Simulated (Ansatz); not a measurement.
The system is RuBr2.

```
CELL_PARAMETERS angstrom
0.00000 3.16372 3.16372
3.16372 0.00000 3.16372
3.16372 3.16372 0.00000
ATOMIC_POSITIONS crystal
Ru 0.00000 0.00000 0.00000
Br 0.25000 0.25000 0.25000
Br 0.75000 0.75000 0.75000
```

The cell comes from a database or a generator and needn't be the stable form of this composition.

Base run:

| Quantity | Value |
| --- | --- |
| Program | Ansatz 0.2.0 |
| Functional | PBEsol |
| Potentials or basis | Ansatz PAW |
| Cutoff | 420 eV (not typed: the program's choice for these potentials) |
| k mesh | 5 × 5 × 5 |
| Occupations | gaussian, width 0.05 eV |
| Spin | collinear spin, ferromagnetic start |
| Starting moments | [1.0, 0.0, 0.0] μB |
| Hubbard terms | Ru d U = 2 eV |

Its results: pressure 1.9 GPa; site moments Ru +1.70; Br +0.05 μB.

Question: The run is repeated on the same cell with these changes: moments at the start from [1.0, 0.0, 0.0] to [3.0, 0.0, 0.0]; fixed moment from none to 3 μB. What comes out?

Answer: Pressure 7.0 GPa; site moments Ru +2.40; Br +0.15 μB.

Caveats: the magnetic or orbital state may not be the lowest; the PAW data sets come from PBE, with cores solved anew for the run's functional, which leaves a small shift of forces and pressure; the total moment is fixed, so each spin has its own Fermi level (some runs); the thresholds are loose for stress (some runs).
